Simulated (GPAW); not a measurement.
**NbCu in GPAW: convergence with convergence criteria**

NbCu:

```
CELL_PARAMETERS angstrom
0.00000 2.56221 2.56221
2.56221 0.00000 2.56221
2.56221 2.56221 0.00000
ATOMIC_POSITIONS crystal
Nb 0.00000 0.00000 0.00000
Cu 0.50000 0.50000 0.50000
```

The cell was built by a generator and needn't be a form met in nature.

- Program: GPAW 26.7.0
- Task: convergence study
- Functional: LDA
- Potentials or basis: the program's PAW data sets (release 1.2.1) made for this functional
- Cutoff: 600 eV
- Basis: pw
- k mesh: 9 × 9 × 9
- Occupations: fermi-dirac, width 0.05 eV
- Spin: no spin polarisation

These are the settings of the first run; the series varies convergence criteria, with any setting tied to it.

Hardware: 1 thread of Arm Neoverse V2 (shared host).

| convergence criteria | energy less the tightest run, at zero smearing (meV/atom) | SCF cycles | CPU time (s) | peak memory (GiB) |
| --- | --- | --- | --- | --- |
| density=0.001 energy=0.01 eigenstates=0.0001 | 0.00 | 8 | 16 | 0.16 |
| default | 0.00 | 10 | 19 | 0.16 |
| density=1e-05 energy=1e-05 | 0.00 | 11 | 20 | 0.16 |
| density=1e-05 forces=0.0001 | 0.00 | 12 | 21 | 0.16 |
| density=1e-06 energy=1e-06 eigenstates=1e-10 | 0.00 | 12 | 22 | 0.16 |

Against the tightest run, the energy stays within 1 meV/atom from density=0.001 energy=0.01 eigenstates=0.0001 on. The tightest run that finished is the yardstick and may itself not be fully converged.
